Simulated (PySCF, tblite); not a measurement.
# C₃H₁₁B₂N: geometry, infrared bands and NMR shifts

Aim: predict the infrared bands and NMR shifts of C₃H₁₁B₂N (`BNBC(C)C`).

Computed with tblite 0.8.0 and PySCF 2.14.0, with density-fitted response routines of our own, on a single molecule in the gas phase. Atoms are numbered from 0 throughout.

## Step 1: Starting geometry

17 atoms, charge 0, multiplicity 1; geometry from: force field or distance geometry start.

Bonds of the start (Å): B0–N1 1.52, N1–B2 1.49, B2–C3 1.61, C3–C4 1.53, C3–C5 1.52, B0–H6 1.16, B0–H7 1.20, N1–H8 1.03, B2–H9 1.18, C3–H10 1.09, C4–H11 1.12, C4–H12 1.12, C4–H13 1.10, C5–H14 1.11, C5–H15 1.09, C5–H16 1.13.

## Step 2: Relaxing the molecule with GFN2-xTB

The job: settings as JSON, then the geometry in Å.

```
{"job": {"kind": "relax", "xc": "GFN2-xTB", "basis": "xTB"}, "charge": 0, "multiplicity": 1}
B      2.944800    -0.370400     0.518200
N      1.870900     0.144800    -0.428300
B      0.568100     0.141500     0.296100
C     -0.752800    -0.200300    -0.556600
C     -1.600100    -1.095500     0.347300
C     -1.484800     1.120900    -0.680600
H      3.799100    -1.024100     0.078700
H      3.003100    -0.089700     1.679400
H      2.102600     1.038600    -0.876600
H      0.373500     0.551800     1.384500
H     -0.517400    -0.669600    -1.517200
H     -2.024000    -1.935300    -0.263000
H     -0.926200    -1.470500     1.155400
H     -2.393300    -0.446800     0.760800
H     -0.761500     1.938000    -0.854500
H     -2.299300     1.060900    -1.397700
H     -1.909700     1.317600     0.344100
```

On the command line:

```sh
OMP_NUM_THREADS=1 python probes_run.py task.json out
```

The driver reads the jobs from task.json and runs them one after another.

**Question.** This job is followed by: GFN2-xTB harmonic vibrations, gas phase; GIAO PBE0/pcSseg-1 NMR shielding, non-relativistic, gas phase. What will the session give for the following? strongest single infrared mode (GFN2-xTB); zero-point energy (GFN2-xTB); 13C shifts against TMS (PBE0/pcSseg-1, means over atoms taken as alike); 1H shifts against TMS (PBE0/pcSseg-1, means over atoms taken as alike); 11B shifts against BF3·OEt2 (PBE0/pcSseg-1); 15N shifts against NH3 (PBE0/pcSseg-1); surface potential, 1st and 99th percentile.

The runs gave:

| quantity | value |
| --- | --- |
| strongest single infrared mode (GFN2-xTB) | 1407 cm⁻¹, 530 km/mol |
| zero-point energy (GFN2-xTB) | 89.9 kcal/mol |
| 13C shifts against TMS (PBE0/pcSseg-1, means over atoms taken as alike) | 29.2, 20.2 ppm |
| 1H shifts against TMS (PBE0/pcSseg-1, means over atoms taken as alike) | 7.39, 5.50, 5.46, 1.08, 0.95 ppm |
| 11B shifts against BF3·OEt2 (PBE0/pcSseg-1) | 56.0, 50.8 ppm |
| 15N shifts against NH3 (PBE0/pcSseg-1) | 192.7 ppm |
| surface potential, 1st and 99th percentile | -0.38 V and 1.57 V |

In words: The optimisation took 94 steps and gained 2.156 eV; among the close pairs (by a distance rule), B0–N1 changed most, from 1.521 to 1.407 Å. The lowest mode is slightly imaginary (19i cm⁻¹), a soft motion within the noise of the Hessian, so the minimum is not strictly shown. The strongest single mode, at 1407 cm⁻¹, is spread over several atoms, N1, B2, H8, B0 among them. GFN2-xTB is a fitted tight-binding method: band positions and strengths are rough. Its intensities can rank the bands wrongly. At PBE0/pcSseg-1: The largest span, 306 ppm, is at N1, where the paramagnetic term is -247 ppm. By nearest atom (PBE0/pcSseg-1), the HOMO sits on C3 28 %; B2 21 % and the LUMO on B0 34 %; B2 27 %.
